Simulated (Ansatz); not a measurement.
# C4H12Sn: the cost of one run

Computed with Ansatz 0.2.0, Gaussian basis. Level: the settings change from run to run.

### Step 1. The geometry

An earlier PBE0-D4 in a triple-zeta def2 set relaxation fixed the geometry. Sn takes a core potential in def2 sets; no spin-orbit term is included.

17 atoms, charge 0, spin multiplicity 1.

Atoms are counted from 1 here; the program's logs count them from 0.

Bond lengths: C1–C2 1.523 Å, C1–H6 1.094 Å, C1–H7 1.098 Å, C1–H8 1.094 Å, C2–C3 1.523 Å, C2–C4 1.523 Å, C2–Sn5 2.175 Å, C3–H9 1.094 Å, C3–H10 1.098 Å, C3–H11 1.094 Å, C4–H12 1.094 Å, C4–H13 1.098 Å, C4–H14 1.094 Å, Sn5–H15 1.713 Å, Sn5–H16 1.713 Å, Sn5–H17 1.713 Å. Angles: C2–C1–H6 112.0°, C2–C1–H7 109.9°, C2–C1–H8 112.1°, H6–C1–H7 107.3°, H6–C1–H8 108.0°, H7–C1–H8 107.3°, C1–C2–C3 110.1°, C1–C2–C4 110.1°, C1–C2–Sn5 108.8°, C3–C2–C4 110.1°, C3–C2–Sn5 108.8°, C4–C2–Sn5 108.9°, C2–C3–H9 112.0°, C2–C3–H10 109.9°, C2–C3–H11 112.1°, H9–C3–H10 107.3°, H9–C3–H11 108.0°, H10–C3–H11 107.3° and more.

### Step 2. B97/x2c-TZVPPall

Set apart from the defaults: atoms shaken by 0.15 Å, high accuracy.

Contents of in.yaml:

```yaml
crystal:
  periodic: [false, false, false]
  atoms:
    - {symbol: C, position_ang: [0.778894, 1.070089, -1.067682]}
    - {symbol: C, position_ang: [0.419322, -0.316776, -0.173843]}
    - {symbol: C, position_ang: [0.880026, -1.093597, 0.008301]}
    - {symbol: C, position_ang: [-1.289285, -0.730201, -0.727770]}
    - {symbol: Sn, position_ang: [-0.707902, 0.742385, 1.561732]}
    - {symbol: H, position_ang: [1.717089, 1.629994, -0.399151]}
    - {symbol: H, position_ang: [1.103223, 0.823185, -1.790467]}
    - {symbol: H, position_ang: [0.062817, 2.083033, -1.154941]}
    - {symbol: H, position_ang: [0.642561, -1.984200, 0.630046]}
    - {symbol: H, position_ang: [1.774018, -1.599116, -0.865403]}
    - {symbol: H, position_ang: [1.689496, -0.708243, 0.475396]}
    - {symbol: H, position_ang: [-1.857322, -1.447302, -0.365437]}
    - {symbol: H, position_ang: [-1.007517, -1.132446, -1.797292]}
    - {symbol: H, position_ang: [-2.186329, -0.150598, -1.098630]}
    - {symbol: H, position_ang: [-1.905352, 1.751533, 1.436795]}
    - {symbol: H, position_ang: [-1.386581, -0.691124, 2.925508]}
    - {symbol: H, position_ang: [0.683229, 1.220835, 2.824174]}
basis:
  gaussian: {orbitals: x2c-TZVPPall}
hamiltonian: {xc: {name: B97}}
accuracy: high
output: {forces: true}
```

Command:

```sh
ansatz run in.yaml --threads 4 --pin off --events-out ev --progress --plain --max-ram 11315MiB
```

**Question.** How long does this run take on 4 threads of Arm Neoverse N1, shared host, and how much memory does it need?

About 2.7 min, with a peak of 5 GiB.
